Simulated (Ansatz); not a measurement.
# interstitial Cu in Si: hop to the nearest equivalent void

How high is the barrier for the hop to the nearest equivalent void? Relax the two ends, then run a nudged elastic band between them. The host cell (diamond) has 16 atoms, cell charge +1; the extra atom is the last.

Method: DFT PBE+D3(BJ), plane waves, PAW, scalar-relativistic, no spin polarisation, in Ansatz 0.2.0.

### 1 The structure to begin with

The cell holds 17 atoms (CuSi16): a = 7.679 Å, b = 7.679 Å, c = 7.679 Å, α = 60.00°, β = 60.00°, γ = 60.00°.

Its coordinates follow in the input file.

### 2 Relaxing end A

Input file input.yaml:

```yaml
crystal:
  lattice:
    - [0.0, 5.43, 5.43]
    - [5.43, 0.0, 5.43]
    - [5.43, 5.43, 0.0]
  atoms:
    - { symbol: Si, position: [0.0, 0.0, 0.0] }
    - { symbol: Si, position: [0.125, 0.125, 0.125] }
    - { symbol: Si, position: [0.0, 0.0, 0.5] }
    - { symbol: Si, position: [0.125, 0.125, 0.625] }
    - { symbol: Si, position: [0.0, 0.5, 0.0] }
    - { symbol: Si, position: [0.125, 0.625, 0.125] }
    - { symbol: Si, position: [0.0, 0.5, 0.5] }
    - { symbol: Si, position: [0.125, 0.625, 0.625] }
    - { symbol: Si, position: [0.5, 0.0, 0.0] }
    - { symbol: Si, position: [0.625, 0.125, 0.125] }
    - { symbol: Si, position: [0.5, 0.0, 0.5] }
    - { symbol: Si, position: [0.625, 0.125, 0.625] }
    - { symbol: Si, position: [0.5, 0.5, 0.0] }
    - { symbol: Si, position: [0.625, 0.625, 0.125] }
    - { symbol: Si, position: [0.5, 0.5, 0.5] }
    - { symbol: Si, position: [0.625, 0.625, 0.625] }
    - { symbol: Cu, position: [0.8068465, 0.3136075, 0.0608049] }
total_charge: 1
basis:
  ecutwfc: 420.0
kpoints:
  mp_grid: { grid: [2, 2, 2] }
hamiltonian:
  xc: pbe
  dispersion: d3bj
scf:
  occupations: { method: gaussian, width: 0.05 }
  lower_state_search: "off"
relax:
  f_tol: 0.03
  max_steps: 60
  adjacent_minimum: "off"
```

Launch:

```
ansatz run input.yaml --threads 1 --pin off --max-ram 3072MiB --backend cpu --events-out ev --progress --plain --runs-dir out
```

What it wrote (excerpt; [...] marks lines left out):

```text
Warning: RAYON_NUM_THREADS=1 ignored (pool sized by the plan → 1); use --threads N
[...]
Pseudopotentials: kind: paw
Pseudopotential: Si, paw, valence charge 4, recommended cutoff 420 eV (normal), Si.paw.azcp
Pseudopotential: Cu, paw, valence charge 19, recommended cutoff 420 eV (normal), Cu.paw.azcp
Functional definition: PBE
[...]
Crystal: 17 atoms, lattice volume = 320.206 Å³
Basis set: ecut = 420 eV, 6231 PW (Γ), exchange–correlation on 108×108×108 points (8 copies of the dense FFT grid, shifted against one another)
Bands: 58, of which v1, the nominal top of the filled ones, is band 41 counted from 1 (40 counted from 0)
Symmetry: 1 space group operations
Space group: P1 (ITA 1), of the structure as read, at distance tolerance 6.8e-5 Å
k-points: 8
[...]
SCF iter   1: F=—  HF=-16810.009926 eV  |F-HF|=—  |Δ(HF+E_count)|=         —  Δρ=5.81e-2  dr2=1.16e1  ethr=1.77e-3  ⟨swp⟩=8.9  Hψ=2552  notcnv=0  defer=21
[...]
relax step   1: F+E_penalty+E_count = -16807.56401289 eV  Δ(F+E_penalty+E_count) = +0.000e0 eV  max|allowed force component| = 1.999e0 eV/Å  Δτ_max = 0.0000 Å  (10 SCF iters, dr2 threshold 2.25e-5 eV, accepted)
[...]
relax step   7: F+E_penalty+E_count = -16808.17694544 eV  Δ(F+E_penalty+E_count) = -1.403e-4 eV  max|allowed force component| = 1.520e-2 eV/Å  Δτ_max = 0.0159 Å  (6 SCF iters, accepted)
[...]
relax step   8: F+E_penalty+E_count = -16808.17722849 eV  Δ(F+E_penalty+E_count) = -2.830e-4 eV  max|allowed force component| = 2.368e-2 eV/Å  Δτ_max = 0.0169 Å  (6 SCF iters, accepted)
[...]
```

### 3 The output, continued: end point A relaxed

Output, continued:

```text
relax step   9: F+E_penalty+E_count = -16808.17792153 eV  Δ(F+E_penalty+E_count) = -6.930e-4 eV  max|allowed force component| = 3.678e-2 eV/Å  Δτ_max = 0.0257 Å  (7 SCF iters, accepted)
preconditioner: auto → Kerker (q_TF=auto, 2.174 Å⁻¹)  [metal: Δε(μ)=0.021 eV  Ē_g=7.828 eV  σ=0.050 eV  W_gap=0.22  n_scr=58 (ndim 8)  ℏωp=17.9 eV  f_vac=0.000  D(μ)=7.01/eV (n_scr^D=50)]
relax step  10: F+E_penalty+E_count = -16808.17974239 eV  Δ(F+E_penalty+E_count) = -1.821e-3 eV  max|allowed force component| = 6.217e-2 eV/Å  Δτ_max = 0.0398 Å  (6 SCF iters, dr2 threshold 1.35e-6 eV, accepted)
preconditioner: auto → Kerker (q_TF=auto, 2.174 Å⁻¹)  [metal: Δε(μ)=0.043 eV  Ē_g=7.827 eV  σ=0.050 eV  W_gap=0.46  n_scr=58 (ndim 8)  ℏωp=17.9 eV  f_vac=0.000  D(μ)=5.38/eV (n_scr^D=26)]
relax step  11: F+E_penalty+E_count = -16808.18480925 eV  Δ(F+E_penalty+E_count) = -5.067e-3 eV  max|allowed force component| = 9.918e-2 eV/Å  Δτ_max = 0.0648 Å  (6 SCF iters, dr2 threshold 3.87e-6 eV, accepted)
preconditioner: auto → Resta (q_TF=auto, 2.174 Å⁻¹)  ε∞=6.2  [insulator: Δε(μ)=0.073 eV  Ē_g=7.823 eV  σ=0.050 eV  W_gap=0.70  n_scr=58 (ndim 8)  ℏωp=17.9 eV  f_vac=0.000  D(μ)=3.31/eV (n_scr^D=14)  ε∞_Penn≈6.2]
relax step  12: F+E_penalty+E_count = -16808.19453017 eV  Δ(F+E_penalty+E_count) = -9.721e-3 eV  max|allowed force component| = 1.122e-1 eV/Å  Δτ_max = 0.0941 Å  (6 SCF iters, dr2 threshold 9.84e-6 eV, accepted)
preconditioner: auto → Resta (q_TF=auto, 2.174 Å⁻¹)  ε∞=6.2  [insulator: Δε(μ)=0.131 eV  Ē_g=7.815 eV  σ=0.050 eV  W_gap=0.94  n_scr=58 (ndim 8)  ℏωp=17.9 eV  f_vac=0.000  D(μ)=1.02/eV (n_scr^D=0)  ε∞_Penn≈6.2]
relax step  13: F+E_penalty+E_count = -16808.21494567 eV  Δ(F+E_penalty+E_count) = -2.042e-2 eV  max|allowed force component| = 9.360e-2 eV/Å  Δτ_max = 0.1967 Å  (6 SCF iters, dr2 threshold 1.26e-5 eV, accepted)
preconditioner: auto → Resta (q_TF=auto, 2.174 Å⁻¹)  ε∞=6.2  [insulator: Δε(μ)=0.122 eV  Ē_g=7.813 eV  σ=0.050 eV  W_gap=0.92  n_scr=58 (ndim 8)  ℏωp=17.9 eV  f_vac=0.000  D(μ)=1.27/eV (n_scr^D=0)  ε∞_Penn≈6.2]
relax step  14: F+E_penalty+E_count = -16808.22191116 eV  Δ(F+E_penalty+E_count) = -6.965e-3 eV  max|allowed force component| = 5.948e-2 eV/Å  Δτ_max = 0.0984 Å  (6 SCF iters, dr2 threshold 6.10e-6 eV, accepted)
preconditioner: auto → Resta (q_TF=auto, 2.174 Å⁻¹)  ε∞=6.2  [insulator: Δε(μ)=0.094 eV  Ē_g=7.818 eV  σ=0.050 eV  W_gap=0.82  n_scr=58 (ndim 8)  ℏωp=17.9 eV  f_vac=0.000  D(μ)=2.31/eV (n_scr^D=8)  ε∞_Penn≈6.2]
relax step  15: F+E_penalty+E_count = -16808.22190678 eV  Δ(F+E_penalty+E_count) = +4.377e-6 eV  max|allowed force component| = 1.118e-1 eV/Å  Δτ_max = 0.0297 Å  (6 SCF iters, dr2 threshold 1.43e-6 eV, rejected (line search))
preconditioner: auto → Resta (q_TF=auto, 2.174 Å⁻¹)  ε∞=6.2  [insulator: Δε(μ)=0.124 eV  Ē_g=7.804 eV  σ=0.050 eV  W_gap=0.92  n_scr=58 (ndim 8)  ℏωp=17.9 eV  f_vac=0.000  D(μ)=1.20/eV (n_scr^D=0)  ε∞_Penn≈6.2]
relax step  16: F+E_penalty+E_count = -16808.22191137 eV  Δ(F+E_penalty+E_count) = -2.137e-7 eV  max|allowed force component| = 5.939e-2 eV/Å  Δτ_max = 0.0000 Å  (6 SCF iters, accepted)
preconditioner: auto → Resta (q_TF=auto, 2.174 Å⁻¹)  ε∞=6.2  [insulator: Δε(μ)=0.095 eV  Ē_g=7.818 eV  σ=0.050 eV  W_gap=0.82  n_scr=58 (ndim 8)  ℏωp=17.9 eV  f_vac=0.000  D(μ)=2.31/eV (n_scr^D=8)  ε∞_Penn≈6.2]
relax step  17: F+E_penalty+E_count = -16808.22191227 eV  Δ(F+E_penalty+E_count) = -8.989e-7 eV  max|allowed force component| = 1.116e-1 eV/Å  Δτ_max = 0.0301 Å  (6 SCF iters, dr2 threshold 1.42e-6 eV, accepted)
preconditioner: auto → Resta (q_TF=auto, 2.174 Å⁻¹)  ε∞=6.2  [insulator: Δε(μ)=0.275 eV  Ē_g=7.819 eV  σ=0.050 eV  W_gap=1.00  n_scr=58 (ndim 8)  ℏωp=17.9 eV  f_vac=0.000  D(μ)=0.00/eV (n_scr^D=0)  ε∞_Penn≈6.2]
relax step  18: F+E_penalty+E_count = -16808.21483281 eV  Δ(F+E_penalty+E_count) = +7.079e-3 eV  max|allowed force component| = 1.447e-1 eV/Å  Δτ_max = 0.0582 Å  (6 SCF iters, dr2 threshold 1.24e-5 eV, rejected (line search))
preconditioner: auto → Resta (q_TF=auto, 2.174 Å⁻¹)  ε∞=6.2  [insulator: Δε(μ)=0.111 eV  Ē_g=7.812 eV  σ=0.050 eV  W_gap=0.88  n_scr=58 (ndim 8)  ℏωp=17.9 eV  f_vac=0.000  D(μ)=1.65/eV (n_scr^D=0)  ε∞_Penn≈6.2]
relax step  19: F+E_penalty+E_count = -16808.22384378 eV  Δ(F+E_penalty+E_count) = -1.932e-3 eV  max|allowed force component| = 2.184e-2 eV/Å  Δτ_max = 0.0135 Å  (6 SCF iters, accepted)
preconditioner: auto → Resta (q_TF=auto, 2.174 Å⁻¹)  ε∞=6.2  [insulator: Δε(μ)=0.138 eV  Ē_g=7.810 eV  σ=0.050 eV  W_gap=0.95  n_scr=58 (ndim 8)  ℏωp=17.9 eV  f_vac=0.000  D(μ)=0.84/eV (n_scr^D=0)  ε∞_Penn≈6.2]
relax step  20: F+E_penalty+E_count = -16808.22401388 eV  Δ(F+E_penalty+E_count) = -1.701e-4 eV  max|allowed force component| = 1.444e-2 eV/Å  Δτ_max = 0.0050 Å  (6 SCF iters, accepted)
Free energy (F): -16808.224014 eV
Harris-Foulkes:  -16808.224014 eV  (|F-HF|=4.62e-10)
Internal energy: -16808.222916 eV  (E = F + TS)
[...]
E sigma→0 (E₀):  -16808.223465 eV
Entropy (-TS):   -0.001098 eV (-0.065 meV/atom)
Fermi energy:    7.149433 eV
--- Per-component energies (eV) ---
  E_band       = -445.172500
  E_kinetic    = 944.871762
  E_local      = -7887.183772  (includes V_loc(G=0)·N_el)
  E_nonlocal   = 802.943279
  E_hartree    = 3522.026764
  E_xc         = -966.149244
  E_vxc        = -855.510011  (∫ρ·V_xc dr)
  E_paw        = -9869.179580  (= ΣΔE_a)
  E_vpaw       = -494.351497  (= ΣTr[D̂ρ^β])
  E_aug_tail   = 0.000375  (compensation charges beyond the density's cutoff)
  E_ewald      = -3349.879815
  E_disp       = -5.672686  (pairwise vdW)
  E_smearing   = -0.001098  (= −TS)
  E_closure    = 0.000000  (closes the sum)
  E_deformation_potential = 13.410701  (in the stress; not in F)
  Σ components = -16808.224014   (vs F -16808.224014, Δ=0.00e0)
--- Forces (eV/Å), atoms counted from 1 ---
  atom   1  Si     0.00330906    -0.00156913    -0.00083237
  atom   2  Si     0.00713542    -0.00333640    -0.00236086
  atom   3  Si     0.00205340     0.00140695    -0.00444792
  atom   4  Si    -0.00414567    -0.00642581    -0.00355709
  atom   5  Si    -0.00111067    -0.00073942     0.00052397
  atom   6  Si    -0.00245050     0.00380128    -0.00205212
  atom   7  Si     0.00183094     0.00000041     0.00543779
  atom   8  Si    -0.00133337    -0.00603910     0.00095571
  atom   9  Si    -0.00045905    -0.00441507    -0.00599203
  atom  10  Si    -0.00192713    -0.00091207     0.01443588
  atom  11  Si     0.00823275     0.00595367    -0.00278017
  atom  12  Si    -0.00496598     0.00008353     0.01011349
  atom  13  Si     0.00109385    -0.00019744    -0.00450229
  atom  14  Si    -0.00827799     0.00561804     0.00023712
  atom  15  Si     0.00799732     0.00126212    -0.00823115
  atom  16  Si    -0.00654494     0.00210868     0.00312303
  atom  17  Cu    -0.00043726     0.00339831    -0.00006940
  max |Σ_I F_I| component: 1.58e-6 eV/Å
--- Relaxed structure (20 steps of the walk, 18 accepted, 0 SCFs on fresh bases) ---
  F+E_penalty+E_count = -16808.22401388 eV   max|allowed force component| = 1.444e-2 eV/Å
  atoms:
    - { symbol: Si, position: [0.007105841634115966, -0.026507397863842003, 0.01178222320535471] }
    - { symbol: Si, position: [0.13326149549546124, 0.11764488022426145, 0.12534375937078815] }
    - { symbol: Si, position: [0.002197144348564099, 0.0025446121918932733, 0.4973927308326846] }
    - { symbol: Si, position: [0.12479125739399972, 0.1122692141939617, 0.6375952183971775] }
    - { symbol: Si, position: [0.0023949554838590403, 0.507378731652065, 0.007076298137303705] }
    - { symbol: Si, position: [0.11400613500819665, 0.602349978387718, 0.1683865193885169] }
    - { symbol: Si, position: [-0.014928243126551, 0.48892034595581707, 0.5402165505812422] }
    - { symbol: Si, position: [0.12637046367291183, 0.628294416695408, 0.6332495290644901] }
    - { symbol: Si, position: [0.5044641083745687, 0.010990095280691586, -0.020037412860323095] }
    - { symbol: Si, position: [0.6228712029462338, 0.11782055060507601, 0.12572856991489934] }
    - { symbol: Si, position: [0.4972697326799034, 0.002504634851972498, 0.4975796292231805] }
    - { symbol: Si, position: [0.6294825983834176, 0.13153160116784046, 0.6089036961538732] }
    - { symbol: Si, position: [0.4820156326164925, 0.5076662566148136, 0.007142409006524353] }
    - { symbol: Si, position: [0.6191710288281764, 0.637177304114616, 0.12344426990821034] }
    - { symbol: Si, position: [0.4990624433114517, 0.5055383741858743, 0.4958597593792934] }
    - { symbol: Si, position: [0.6113258670423967, 0.6283835909993027, 0.6333360676104952] }
    - { symbol: Cu, position: [0.8459848359068021, 0.33910031074252944, -0.03219491731371049] }
```

Run time: 2.2 min. Hardware: 1 thread of Arm Neoverse V1, shared host; peak memory 0.59 GiB.

Relaxation path:

```tsv
step	energy from step 1 (eV/cell)	largest force component (eV/Å)
1	0.0000	1.9987
2	-0.4772	0.8385
3	-0.6077	0.1109
4	-0.6125	0.0268
5	-0.6128	0.0075
6	-0.6128	0.0060
7	-0.6129	0.0152
8	-0.6132	0.0237
9	-0.6139	0.0368
10	-0.6157	0.0622
11	-0.6208	0.0992
12	-0.6305	0.1122
13	-0.6509	0.0936
14	-0.6579	0.0595
15x	-0.6579	0.1118
16	-0.6579	0.0594
17	-0.6579	0.1116
18x	-0.6508	0.1447
19	-0.6598	0.0218
20	-0.6600	0.0144
```

Step 1 is the start. 2 steps were tried and not accepted (marked x).

Largest move: Cu17, 0.59 Å.

### 4 Relaxing end B

The second end starts from a geometry with the move made by hand.

Edit input.yaml of step 2 so:

```diff
@@ -22,3 +22,3 @@
     - { symbol: Si, position: [0.625, 0.625, 0.625] }
-    - { symbol: Cu, position: [0.8068465, 0.3136075, 0.0608049] }
+    - { symbol: Cu, position: [0.56329233, 0.30583321, 0.31286956] }
 total_charge: 1
```

Launch:

```
ansatz run input.yaml --threads 1 --pin off --max-ram 3072MiB --backend cpu --events-out ev --progress --plain --runs-dir out
```

What it wrote (excerpt; [...] marks lines left out):

```text
Warning: RAYON_NUM_THREADS=1 ignored (pool sized by the plan → 1); use --threads N
[...]
Pseudopotentials: kind: paw
Pseudopotential: Si, paw, valence charge 4, recommended cutoff 420 eV (normal), Si.paw.azcp
Pseudopotential: Cu, paw, valence charge 19, recommended cutoff 420 eV (normal), Cu.paw.azcp
Functional definition: PBE
[...]
Crystal: 17 atoms, lattice volume = 320.206 Å³
Basis set: ecut = 420 eV, 6231 PW (Γ), exchange–correlation on 108×108×108 points (8 copies of the dense FFT grid, shifted against one another)
Bands: 58, of which v1, the nominal top of the filled ones, is band 41 counted from 1 (40 counted from 0)
Symmetry: 1 space group operations
Space group: P1 (ITA 1), of the structure as read, at distance tolerance 6.8e-5 Å
k-points: 8
[...]
SCF iter   1: F=—  HF=-16810.009279 eV  |F-HF|=—  |Δ(HF+E_count)|=         —  Δρ=5.81e-2  dr2=1.16e1  ethr=1.77e-3  ⟨swp⟩=9.2  Hψ=2589  notcnv=0  defer=18
[...]
relax step   3: F+E_penalty+E_count = -16808.17163303 eV  Δ(F+E_penalty+E_count) = -1.307e-1 eV  max|allowed force component| = 1.167e-1 eV/Å  Δτ_max = 0.1012 Å  (5 SCF iters, dr2 threshold 4.39e-5 eV, accepted)
[...]
relax step   5: F+E_penalty+E_count = -16808.17675102 eV  Δ(F+E_penalty+E_count) = -1.023e-4 eV  max|allowed force component| = 4.327e-3 eV/Å  Δτ_max = 0.0024 Å  (5 SCF iters, accepted)
[...]
relax step   7: F+E_penalty+E_count = -16808.17678368 eV  Δ(F+E_penalty+E_count) = -2.588e-5 eV  max|allowed force component| = 6.121e-3 eV/Å  Δτ_max = 0.0057 Å  (6 SCF iters, accepted)
[...]
relax step   9: F+E_penalty+E_count = -16808.17694730 eV  Δ(F+E_penalty+E_count) = -1.140e-4 eV  max|allowed force component| = 1.512e-2 eV/Å  Δτ_max = 0.0091 Å  (6 SCF iters, accepted)
[...]
relax step  10: F+E_penalty+E_count = -16808.17720997 eV  Δ(F+E_penalty+E_count) = -2.627e-4 eV  max|allowed force component| = 2.469e-2 eV/Å  Δτ_max = 0.0134 Å  (6 SCF iters, accepted)
```

### 5 The log goes on: end point B relaxed

Output, continued (excerpt; [...] marks lines left out):

```text
[...]
relax step  11: F+E_penalty+E_count = -16808.17782050 eV  Δ(F+E_penalty+E_count) = -6.105e-4 eV  max|allowed force component| = 3.956e-2 eV/Å  Δτ_max = 0.0195 Å  (6 SCF iters, accepted)
[...]
relax step  14: F+E_penalty+E_count = -16808.18890105 eV  Δ(F+E_penalty+E_count) = -6.311e-3 eV  max|allowed force component| = 1.012e-1 eV/Å  Δτ_max = 0.0605 Å  (5 SCF iters, dr2 threshold 6.76e-6 eV, accepted)
[...]
relax step  17: F+E_penalty+E_count = -16808.22063837 eV  Δ(F+E_penalty+E_count) = -5.447e-3 eV  max|allowed force component| = 6.782e-2 eV/Å  Δτ_max = 0.1204 Å  (6 SCF iters, dr2 threshold 4.13e-6 eV, accepted)
[...]
relax step  20: F+E_penalty+E_count = -16808.22339702 eV  Δ(F+E_penalty+E_count) = -6.964e-4 eV  max|allowed force component| = 3.503e-2 eV/Å  Δτ_max = 0.0363 Å  (6 SCF iters, accepted)
[...]
    - { symbol: Si, position: [0.015896039011046748, 0.4949612736766731, 0.49351133709336503] }
    - { symbol: Si, position: [0.12728337281078728, 0.6272473881368098, 0.6223437234443571] }
    - { symbol: Si, position: [0.4568762617438387, 0.009760716310978301, 0.02333264400705201] }
    - { symbol: Si, position: [0.6181431167672257, 0.12199363970135726, 0.11758684221303733] }
    - { symbol: Si, position: [0.49947533011726564, -0.008698089095743294, 0.5075385037634463] }
    - { symbol: Si, position: [0.6129731911893387, 0.11703805541910517, 0.6520215048732244] }
    - { symbol: Si, position: [0.5012716691524113, 0.5050292275860968, -0.01193481473598551] }
    - { symbol: Si, position: [0.6177966415671956, 0.6418059617746443, 0.11752715186935381] }
    - { symbol: Si, position: [0.4993132675360872, 0.5010183189626405, 0.5074760052668271] }
    - { symbol: Si, position: [0.6447274833868847, 0.6200683448861576, 0.6140594055391185] }
    - { symbol: Cu, position: [0.6574000961787533, 0.2778728359050101, 0.2862731236014605] }
```

Wall time 2.4 min (1 thread of Arm Neoverse V1, shared host); peak memory 0.59 GiB.

Relaxation path:

```tsv
step	energy from step 1 (eV/cell)	largest force component (eV/Å)
1	0.0000	1.9983
2	-0.4778	0.8382
3	-0.6085	0.1167
4	-0.6136	0.0196
5	-0.6137	0.0043
6	-0.6137	0.0030
7	-0.6137	0.0061
8	-0.6137	0.0092
9	-0.6139	0.0151
10	-0.6141	0.0247
11	-0.6147	0.0396
12	-0.6162	0.0605
13	-0.6195	0.0822
14	-0.6258	0.1012
15	-0.6338	0.0963
16	-0.6521	0.0787
17	-0.6575	0.0678
18	-0.6584	0.0921
19	-0.6596	0.0319
20	-0.6603	0.0350
21	-0.6608	0.0173
22	-0.6609	0.0078
```

Step 1 is the start.

Largest move: Cu17, 0.59 Å.

[end of part 1 of 2]
